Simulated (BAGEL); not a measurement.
# PBE0/def2-SVPD (density fitting with qzvpp-jkfit) run of CHBClNO (SMILES O=C=NBCl)

Aim: the energy change on altering one bond length of CHBClNO at PBE0/def2-SVPD (density fitting with qzvpp-jkfit), from 2 runs. 

The calculation is run with BAGEL 1.2.2.

1 further run of the same task is left out (set aside as unsound or not needed).

## Step 1: The system as given

The species is CHBClNO (6 atoms), meant as a singlet with charge 0. As SMILES, `O=C=NBCl`. The coordinates come from a PBE0-D4/def2-TZVP relaxation. This is one conformer, not always the lowest.

Bond lengths: O1–C2 1.158 Å, C2–N3 1.201 Å, N3–B4 1.405 Å, B4–Cl5 1.751 Å, B4–H6 1.188 Å. Angles: O1–C2–N3 175.5°, C2–N3–B4 151.0°, N3–B4–Cl5 120.8°, N3–B4–H6 120.8°, Cl5–B4–H6 118.4°.

## Step 2: A single-point energy at PBE0/def2-SVPD (density fitting with qzvpp-jkfit)

Input file input.json:

```json
{ "bagel": [

{
  "title": "molecule",
  "basis": "def2-svpd.json",
  "df_basis": "qzvpp-jkfit",
  "angstrom": true,
  "geometry": [
    { "atom": "O", "xyz": [   -0.576200,   -2.573500,   -0.042300 ] },
    { "atom": "C", "xyz": [   -0.208400,   -1.485700,    0.108200 ] },
    { "atom": "N", "xyz": [    0.227800,   -0.389200,    0.333900 ] },
    { "atom": "B", "xyz": [    0.287300,    0.988100,    0.065000 ] },
    { "atom": "Cl", "xyz": [   -0.690300,    1.696500,   -1.203300 ] },
    { "atom": "H", "xyz": [    1.001700,    1.700000,    0.692200 ] }
  ]
},
{
  "title": "ks",
  "xc_func": "pbe0"
},
{
  "title": "print",
  "file": "orbitals.molden",
  "orbitals": true
}

]}
```

The basis set def2-SVPD is read from a file made from the Basis Set Exchange's data (not shown).

Started as:

```sh
$ BAGEL_NUM_THREADS=1 BAGEL input.json > input.out
```

Log:

```text
* using 1 threads per process

  ===============================================================
  ===============================================================

  *** Geometry ***

  { "atom" : "O", "xyz" : [     -1.088860,     -4.863210,     -0.079935 ] },
  { "atom" : "C", "xyz" : [     -0.393819,     -2.807566,      0.204468 ] },
  { "atom" : "N", "xyz" : [      0.430480,     -0.735481,      0.630980 ] },
  { "atom" : "B", "xyz" : [      0.542918,      1.867238,      0.122832 ] },
  { "atom" : "Cl", "xyz" : [     -1.304478,      3.205920,     -2.273907 ] },
  { "atom" : "H", "xyz" : [      1.892939,      3.212534,      1.308068 ] },

  Number of auxiliary basis functions:      450

  Since a DF basis is specified, we compute 2- and 3-index integrals:
    o Being stored without compression. Storage requirement is 0.050 GB

  Number of basis functions:      118
  Number of electrons      :       44

    * METHOD: MOLECULE                             0.25

  *** Kohn-Sham DFT ***

    * Removing 10296 points whose weight is below 1.00e-10
    * Grid points: 79140

  === Nuclear Repulsion ===
   167.8822992090

       - DIIS with orbital gradients will be used.

  === KS iteration (pbe0 / def2-svpd.json) ===
      0       -628.34527040          0.09784589           0.45
      1       -619.32456533          0.13654082           0.62
      2       -617.25130179          0.15531814           0.42
      3       -642.60075246          0.09813750           0.43
      4       -632.73527021          0.11383469           0.46
      5       -652.71568387          0.02516331           0.43
      6       -652.98877193          0.01765743           0.40
      7       -653.13103445          0.00802715           0.43
      8       -653.16418007          0.00306187           0.40
      9       -653.16946559          0.00114370           0.39
     10       -653.17023758          0.00026845           0.39
     11       -653.17028527          0.00005989           0.39
     12       -653.17028709          0.00004318           0.38
     13       -653.17028815          0.00001256           0.39
     14       -653.17028825          0.00000138           0.40
     15       -653.17028825          0.00000125           0.39
     16       -653.17028825          0.00000040           0.39
     17       -653.17028825          0.00000010           0.41
     18       -653.17028825          0.00000005           0.39
     19       -653.17028825          0.00000002           0.39
     20       -653.17028825          0.00000001           0.39
     21       -653.17028825          0.00000000           0.39
    * SCF iteration converged.

    * Permanent dipole moment:
           (   -0.190987,    -0.163345,    -0.174550) a.u.

    * METHOD: KS                                   9.62

    * METHOD: PRINT                                0.02

  ===============================================================
```

Wall time 10 s (1 thread of Intel Xeon Platinum 8488C (Sapphire Rapids), shared host); peak memory 0.44 GiB.

## Step 3: The distorted shape at the same level

Input file calc.json:

```json
{ "bagel": [

{
  "title": "molecule",
  "basis": "def2-svpd.json",
  "df_basis": "qzvpp-jkfit",
  "angstrom": true,
  "geometry": [
    { "atom": "O", "xyz": [      -0.641635,      -2.737987,      -0.076157 ] },
    { "atom": "C", "xyz": [      -0.273835,      -1.650187,       0.074343 ] },
    { "atom": "N", "xyz": [       0.227800,      -0.389200,       0.333900 ] },
    { "atom": "B", "xyz": [       0.287300,       0.988100,       0.065000 ] },
    { "atom": "Cl", "xyz": [      -0.690300,       1.696500,      -1.203300 ] },
    { "atom": "H", "xyz": [       1.001700,       1.700000,       0.692200 ] }
  ]
},

{
  "title": "ks",
  "xc_func": "pbe0"
},

{
  "title": "print",
  "file": "orbitals.molden",
  "orbitals": true
}

]}
```

The basis set def2-SVPD is read from a file made from the Basis Set Exchange's data (not shown).

Started as:

```sh
$ BAGEL_NUM_THREADS=1 BAGEL calc.json > calc.out
```

Log:

```text
* using 1 threads per process

  ===============================================================
  ===============================================================

  *** Geometry ***

  { "atom" : "O", "xyz" : [     -1.212514,     -5.174046,     -0.143916 ] },
  { "atom" : "C", "xyz" : [     -0.517473,     -3.118401,      0.140488 ] },
  { "atom" : "N", "xyz" : [      0.430480,     -0.735481,      0.630980 ] },
  { "atom" : "B", "xyz" : [      0.542918,      1.867238,      0.122832 ] },
  { "atom" : "Cl", "xyz" : [     -1.304478,      3.205920,     -2.273907 ] },
  { "atom" : "H", "xyz" : [      1.892939,      3.212534,      1.308068 ] },

  Number of auxiliary basis functions:      450

  Since a DF basis is specified, we compute 2- and 3-index integrals:
    o Being stored without compression. Storage requirement is 0.050 GB

  Number of basis functions:      118
  Number of electrons      :       44

    * METHOD: MOLECULE                             0.24

  *** Kohn-Sham DFT ***

    * Removing 10067 points whose weight is below 1.00e-10
    * Grid points: 79369

  === Nuclear Repulsion ===
   162.7322602361

       - DIIS with orbital gradients will be used.

  === KS iteration (pbe0 / def2-svpd.json) ===
      0       -625.76560605          0.09869935           0.40
      1       -617.32277517          0.11524981           0.46
      2       -584.07955751          0.13176592           0.45
      3       -633.16920993          0.12120105           0.38
      4       -651.65421361          0.04484753           0.39
      5       -649.42937673          0.07709185           0.40
      6       -652.89497387          0.01565731           0.39
      7       -652.99675724          0.01510332           0.39
      8       -653.12556400          0.00323936           0.38
      9       -653.13013913          0.00182166           0.39
     10       -653.13227815          0.00030252           0.39
     11       -653.13233112          0.00010836           0.40
     12       -653.13233973          0.00001210           0.38
     13       -653.13233983          0.00000732           0.38
     14       -653.13233986          0.00000485           0.38
     15       -653.13233987          0.00000134           0.38
     16       -653.13233987          0.00000070           0.39
     17       -653.13233987          0.00000026           0.38
     18       -653.13233987          0.00000012           0.38
     19       -653.13233987          0.00000002           0.39
     20       -653.13233987          0.00000001           0.39
     21       -653.13233987          0.00000001           0.38
     22       -653.13233987          0.00000000           0.39
    * SCF iteration converged.

    * Permanent dipole moment:
           (   -0.072748,     0.300115,    -0.153610) a.u.

    * METHOD: KS                                   9.51

    * METHOD: PRINT                                0.02

  ===============================================================
```

It took 10 s on 1 thread of Intel Xeon Platinum 8488C (Sapphire Rapids), shared host; peak memory 0.44 GiB.

## Step 4: What came out

Level: PBE0/def2-SVPD (density fitting with qzvpp-jkfit).

```
                                                         quantity          value
                                        first shape: total energy  -653.17029 Eh
                                       first shape: dipole moment         0.78 D
                                         first shape: HOMO energy       -9.25 eV
                                         first shape: LUMO energy       -2.00 eV
                                       first shape: HOMO–LUMO gap        7.25 eV
                                    distorted shape: total energy  -653.13234 Eh
                                   distorted shape: dipole moment         0.88 D
                                     distorted shape: HOMO energy       -8.84 eV
                                     distorted shape: LUMO energy       -2.08 eV
                                   distorted shape: HOMO–LUMO gap        6.76 eV
energy change with the C2–N3 bond stretched from 1.201 to 1.382 Å       1.033 eV
```

What this shows: With the C2–N3 bond stretched from 1.201 to 1.382 Å the energy rises by 1.03 eV (100 kJ/mol). The first shape isn't relaxed at this level, so the change isn't measured from a minimum.
